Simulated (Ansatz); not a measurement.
**V: straining the crystal, a stretch of c alone**

One table from this session's results is given with a row withheld; the runs are named, their logs left out.

Program: Ansatz 0.2.0. Level of theory: DFT PBEsol, scalar-relativistic, plane waves, PAW. These are calculated values, not measurements.

3 further runs of the same task are left out: 3 set aside as unsound or not needed.

## Starting point

The structure is cubic, space group Im-3m (No. 229). Conventional cell: a = 2.959 Å, b = 2.959 Å, c = 2.959 Å, α = 90.00°, β = 90.00°, γ = 90.00°. V (site symmetry m-3m) is surrounded by 8 V at 2.56 Å.

Coordinates:

```
CELL_PARAMETERS angstrom
2.95885 0.00000 0.00000
0.00000 2.95885 0.00000
0.00000 0.00000 2.95885
ATOMIC_POSITIONS crystal
V 0.00000 0.00000 0.00000
V 0.50000 0.50000 0.50000
```

The first run:

input.yaml reads:

```yaml
crystal:
  lattice:
    - [2.9588544379, 0.0, 0.0]
    - [0.0, 2.9588544379, 0.0]
    - [0.0, 0.0, 2.9588544379]
  atoms:
    - { symbol: V, position: [0.0, 0.0, 0.0] }
    - { symbol: V, position: [0.5, 0.5, 0.5] }
basis:
  ecutwfc: 420
kpoints:
  mp_grid: { grid: [14, 14, 14] }
hamiltonian:
  xc: pbesol
scf:
  occupations: { method: gaussian, width: 0.1 }
output:
  forces: true
  stress: true
  eigenvalues: true
```

On the command line:

```console
ansatz run input.yaml --threads 1 --pin off --max-ram 1331MiB --backend cpu --events-out ev --progress --plain --runs-dir out
```

Among the steps run: The unstrained reference; The cell strained by -2.0 %; The cell strained by +2.0 %; At -4.0 %; At +4.0 %; Strain -6.0 %; Strain +6.0 %.

One of the session's tables, all rows but one given; the rest of the session is left out.

It belongs to the step «Energy and stress against strain (a metal throughout)». Lengths are those of the vectors of the cell that was run; stresses in GPa:

```
strain (%)  ΔE (meV/atom)  c (Å)
      -6.0           47.9  2.781
      -4.0           20.7  2.841
      -2.0              ?      ?
      +0.0            0.0  2.959
      +2.0            5.2  3.018
      +4.0           19.0  3.077
      +6.0           39.8  3.136
```

Estimate the missing values for strain (%) = -2.0.

Worked estimate for «ΔE (meV/atom)». A straight line through the neighbours (-4.0, 20.7) and (0.0, 0.0) gives 20.7 + (0.0 − 20.7) × (-2.0 + 4.0) / (0.0 + 4.0) = 10.3; a parabola fitted to 4 rows on both sides gives 5.0.

**Answer.** ΔE (meV/atom): 4.8; c (Å): 2.900. In «ΔE (meV/atom)» the line misses by +5.5 and the parabola by +0.2.

ΔE is over the unstrained cell. Stress in GPa, positive in compression, on the Cartesian axes of the input. 
